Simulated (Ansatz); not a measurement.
# GeSbTe3: the cost of one run

Computed with Ansatz 0.2.0 (DFT PBE, scalar-relativistic, plane waves, PAW, unless a step's input says otherwise).

**1. The system as given**

Symmetry: R3m, No. 160, trigonal system. Conventional cell: a = 4.207 Å, b = 4.207 Å, c = 29.614 Å, α = 90.00°, β = 90.00°, γ = 120.00°. Ge (site symmetry 3m) is surrounded by 6 Te at 2.86 to 3.14 Å. Around Sb (site symmetry 3m) lie 6 Te at 3.04 to 3.12 Å. Around Te (site symmetry 3m) lie 3 Sb at 3.12 Å and 3 Ge at 3.14 Å. Around Te (site symmetry 3m) lie 3 Sb at 3.04 Å. Around Te (site symmetry 3m) lie 3 Ge at 2.86 Å.

As a file:

```
Ge Sb Te
1.0
    -4.20696   -7.28667    0.00000
    10.51740   -3.64333    0.00000
     0.00000    2.42889   19.74292
Ge Sb Te
12 12 36
Direct
  0.24909 0.09964 0.89673
  0.74909 0.09964 0.89674
  0.58243 0.43297 0.89673
  0.66576 0.26630 0.39674
  0.08243 0.43297 0.89673
  0.16576 0.26630 0.39674
  0.91576 0.76630 0.89674
  0.99909 0.59964 0.39674
  0.41576 0.76630 0.89674
  0.49909 0.59964 0.39673
  0.33243 0.93297 0.39673
  0.83243 0.93297 0.39673
  0.16571 0.06628 0.59655
  0.66571 0.06628 0.59655
  0.49904 0.39962 0.59655
  0.58237 0.23295 0.09655
  0.99904 0.39962 0.59655
  0.08238 0.23295 0.09655
  0.83237 0.73295 0.59655
  0.91571 0.56628 0.09655
  0.33238 0.73295 0.59655
  0.41571 0.56628 0.09655
  0.24904 0.89962 0.09655
  0.74904 0.89962 0.09655
  0.41598 0.16639 0.49754
  0.91598 0.16639 0.49754
  0.74932 0.49973 0.49754
  0.83265 0.33306 0.99754
  0.24932 0.49973 0.49754
  0.33265 0.33306 0.99754
  0.08265 0.83306 0.49754
  0.16598 0.66639 0.99754
  0.58265 0.83306 0.49754
  0.66598 0.66639 0.99754
  0.49932 0.99973 0.99754
  0.99932 0.99973 0.99754
  0.33024 0.13210 0.18886
  0.83024 0.13210 0.18886
  0.66357 0.46543 0.18886
  0.74691 0.29876 0.68886
  0.16357 0.46543 0.18886
  0.24691 0.29876 0.68886
  0.99691 0.79876 0.18886
  0.08024 0.63210 0.68886
  0.49691 0.79876 0.18886
  0.58024 0.63210 0.68886
  0.41357 0.96543 0.68886
  0.91357 0.96543 0.68886
  0.08898 0.03559 0.32031
  0.58898 0.03559 0.32032
  0.42231 0.36892 0.32032
  0.50564 0.20226 0.82031
  0.92231 0.36892 0.32032
  0.00564 0.20226 0.82031
  0.75564 0.70226 0.32031
  0.83898 0.53559 0.82031
  0.25564 0.70226 0.32031
  0.33898 0.53559 0.82031
  0.17231 0.86892 0.82032
  0.67231 0.86892 0.82032
```

The runs take a perfect supercell of 60 atoms; the defect goes to fractional position (0.416, 0.166, 0.497).

**2. The perfect supercell**

input.yaml

```yaml
crystal:
  lattice:
    - [-4.20696, -7.28667, 0.0]
    - [10.5174, -3.643334, 1.0e-06]
    - [0.0, 2.42889, 19.742925]
  atoms:
    - { symbol: Ge, position: [0.249093, 0.099637, 0.896735] }
    - { symbol: Ge, position: [0.749093, 0.099637, 0.896735] }
    - { symbol: Ge, position: [0.582426, 0.43297, 0.896734] }
    - { symbol: Ge, position: [0.66576, 0.266304, 0.396736] }
    - { symbol: Ge, position: [0.082426, 0.43297, 0.896734] }
    - { symbol: Ge, position: [0.16576, 0.266304, 0.396736] }
    - { symbol: Ge, position: [0.91576, 0.766304, 0.896736] }
    - { symbol: Ge, position: [0.999093, 0.599637, 0.396735] }
    - { symbol: Ge, position: [0.41576, 0.766304, 0.896736] }
    - { symbol: Ge, position: [0.499093, 0.599637, 0.396735] }
    - { symbol: Ge, position: [0.332426, 0.93297, 0.396734] }
    - { symbol: Ge, position: [0.832426, 0.93297, 0.396734] }
    - { symbol: Sb, position: [0.165708, 0.066283, 0.596549] }
    - { symbol: Sb, position: [0.665708, 0.066283, 0.596549] }
    - { symbol: Sb, position: [0.499042, 0.399617, 0.596551] }
    - { symbol: Sb, position: [0.582375, 0.23295, 0.09655] }
    - { symbol: Sb, position: [0.999042, 0.399617, 0.596551] }
    - { symbol: Sb, position: [0.082375, 0.23295, 0.09655] }
    - { symbol: Sb, position: [0.832375, 0.73295, 0.59655] }
    - { symbol: Sb, position: [0.915708, 0.566283, 0.096549] }
    - { symbol: Sb, position: [0.332375, 0.73295, 0.59655] }
    - { symbol: Sb, position: [0.415708, 0.566283, 0.096549] }
    - { symbol: Sb, position: [0.249042, 0.899617, 0.096551] }
    - { symbol: Sb, position: [0.749042, 0.899617, 0.096551] }
    - { symbol: Te, position: [0.415983, 0.166393, 0.497539] }
    - { symbol: Te, position: [0.915983, 0.166393, 0.497539] }
    - { symbol: Te, position: [0.749317, 0.499727, 0.497541] }
    - { symbol: Te, position: [0.83265, 0.33306, 0.99754] }
    - { symbol: Te, position: [0.249317, 0.499727, 0.497541] }
    - { symbol: Te, position: [0.33265, 0.33306, 0.99754] }
    - { symbol: Te, position: [0.08265, 0.83306, 0.49754] }
    - { symbol: Te, position: [0.165983, 0.666393, 0.997539] }
    - { symbol: Te, position: [0.58265, 0.83306, 0.49754] }
    - { symbol: Te, position: [0.665983, 0.666393, 0.997539] }
    - { symbol: Te, position: [0.499317, 0.999727, 0.997541] }
    - { symbol: Te, position: [0.999317, 0.999727, 0.997541] }
    - { symbol: Te, position: [0.33024, 0.132096, 0.188864] }
    - { symbol: Te, position: [0.83024, 0.132096, 0.188864] }
    - { symbol: Te, position: [0.663573, 0.465429, 0.188863] }
    - { symbol: Te, position: [0.746906, 0.298762, 0.688862] }
    - { symbol: Te, position: [0.163573, 0.465429, 0.188862] }
    - { symbol: Te, position: [0.246906, 0.298762, 0.688862] }
    - { symbol: Te, position: [0.996906, 0.798762, 0.188862] }
    - { symbol: Te, position: [0.08024, 0.632096, 0.688864] }
    - { symbol: Te, position: [0.496906, 0.798762, 0.188862] }
    - { symbol: Te, position: [0.58024, 0.632096, 0.688864] }
    - { symbol: Te, position: [0.413573, 0.965429, 0.688863] }
    - { symbol: Te, position: [0.913573, 0.965429, 0.688863] }
    - { symbol: Te, position: [0.088976, 0.03559, 0.320314] }
    - { symbol: Te, position: [0.588977, 0.035591, 0.320317] }
    - { symbol: Te, position: [0.42231, 0.368924, 0.320316] }
    - { symbol: Te, position: [0.505643, 0.202257, 0.820315] }
    - { symbol: Te, position: [0.92231, 0.368924, 0.320316] }
    - { symbol: Te, position: [0.005643, 0.202257, 0.820315] }
    - { symbol: Te, position: [0.755643, 0.702257, 0.320315] }
    - { symbol: Te, position: [0.838976, 0.53559, 0.820314] }
    - { symbol: Te, position: [0.255643, 0.702257, 0.320315] }
    - { symbol: Te, position: [0.338976, 0.53559, 0.820314] }
    - { symbol: Te, position: [0.17231, 0.868924, 0.820316] }
    - { symbol: Te, position: [0.67231, 0.868924, 0.820316] }
basis:
  ecutwfc: 420
  fft_grid_basis: typed
kpoints:
  mp_grid: { grid: [2, 1, 1] }
hamiltonian:
  xc: pbe
  pseudopotentials: { kind: paw }
scf:
  occupations: { method: gaussian, width: 0.05 }
output:
  forces: true
  stress: false
  eigenvalues: true
  bader: false
  write_density: true
  volumetric_format: npy
```

The run is started by

```
$ ansatz run input.yaml --threads 8 --pin off --max-ram 16384MiB --backend cpu --events-out ev --progress --plain --runs-dir out
```

Q: Estimate wall time and peak memory on 8 threads of Arm Neoverse V2, shared host.

About 25 s, with a peak of 8.2 GiB.
